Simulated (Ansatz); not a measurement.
Predict the output of the script below (the Python package of Ansatz (0.2.0)).

Script `run_states.py`:
```python
"""Does a wider search find a lower mean-field state of CH2I?"""

import warnings

import ansatz as az
import numpy as np

warnings.simplefilter("ignore", az.DeckWarning)

geometry_ang = [
    ("C", (-0.0419, -0.1941, -0.1589)),
    ("I", (0.6176, 1.0776, 1.2668)),
    ("H", (-0.799, 0.2362, -0.9383)),
    ("H", (0.2788, -1.18, -0.1899)),
]
ch2i = az.Crystal.molecule()
for symbol, xyz in geometry_ang:
    ch2i = ch2i.atom(symbol, xyz)
symbols = [site.symbol for site in ch2i.cartesian_sites]

start = np.array([site.position_ang for site in ch2i.cartesian_sites])
for factor in [1.0, 1.5]:
    xyz = (start - start.mean(axis=0)) * factor
    scaled = az.Crystal.molecule()
    for symbol, place in zip(symbols, xyz):
        scaled = scaled.atom(symbol, place.tolist())
    model = scaled.calculation().basis(gaussian="def2-TZVP").functional("b3lyp").spin("collinear", total=1)
    for search in ("off", "standard"):
        try:
            report = model.scf(lower_state_search=search).run().report
        except az.AnsatzError as error:
            print(f"x{factor} search {search}: {type(error).__name__}")
            continue
        state = report["mean_field"]["state"]
        print(f"all distances x{factor}, search {search:8s} E = {report['free_energy_ev']:.5f} eV  <S^2> = {abs(state['spin_squared']):.3f}  other states met: {len(report['mean_field']['others'])}")
```

```console
$ python run_states.py
all distances x1.0, search off      E = -9171.77076 eV  <S^2> = 0.756  other states met: 0
all distances x1.0, search standard E = -9171.77076 eV  <S^2> = 0.756  other states met: 0
all distances x1.5, search off      E = -9165.04528 eV  <S^2> = 1.020  other states met: 0
all distances x1.5, search standard E = -9165.15314 eV  <S^2> = 1.129  other states met: 15
```

Reading the output:
- Total energies depend on the basis set; only differences at equal settings carry meaning.
- The count of other states can hold repeated and symmetry-equivalent ends of the search; scaling all distances is a test, and for more than two atoms no physical path.
- The structure is a rough, unrelaxed start.
- def2 sets replace the cores of elements past krypton by effective core potentials.
- The species is open-shell (spin multiplicity 2).
- The expectation value of S² is noticeably off S(S+1) in at least one run, so that state is spin-contaminated.
- b3lyp holds the VWN-RPA fit, as in Gaussian; the form of ORCA and Turbomole is b3lyp5.
- Finished in 29 s on 1 thread of Arm Neoverse V1, with other jobs on the host, peak memory 0.31 GiB.

(Lines on the test bed's own set-up are left out of the output.)
